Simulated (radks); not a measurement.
# Cd⁴⁺ in [Kr] 4d8: an all-electron calculation

Aim: the levels, the sizes of the orbitals and the parts of the energy of the cadmium ion Cd4+.

Program: radks (a radial shooting solver on a logarithmic mesh, Libxc functionals) version 1. Level of theory: Dirac Kohn-Sham, PBE, spin-unpolarised, spherical densities, finite nucleus; open shells fill j = l - 1/2 first. These are calculated values, not measurements, unless marked.

### 1 What is computed

| Item | Value |
| --- | --- |
| element | cadmium (Z = 48) |
| charge | +4 |
| electrons | 44 |
| configuration | [Kr] 4d8 |
| nuclear rms radius | 4.6087 fm |

### 2 The calculation

Settings of this run:

```text
Z 48
configuration [Kr] 4d8 5s0 5p0
relativity Dirac
functional pbe,pbe
spin unpolarised
j_filling energy
nucleus finite rms 4.6087 fm
c 137.035999084
```

Run with:

```sh
$ python run_ks.py task.json out
```

This one command runs every case of the session in turn.

What does the calculation give?

**Answer**, as computed:

| quantity | value |
| --- | --- |
| total energy | -5591.57953 hartree |
| exchange-correlation share of it | 2.74 % |
| −T/E | 1.0486 |
| highest occupied level | 4d5/2, -62.125 eV |
| most extended occupied level | 4d5/2, <r> = 1.16 bohr |
| radius at density 0.001 e/bohr³ | 2.86 bohr |
| maxima of the radial density | 4 |
| ionisation energy, NIST | 68 (theory) eV |

4 principal shells are occupied and 4 maxima appear in the radial density. Relativity lifts −T/E to 1.049. The top level binds by 62.125 eV, 91 % of the NIST ionisation energy of 68 eV. Spin polarisation and multiplet splitting are left out.
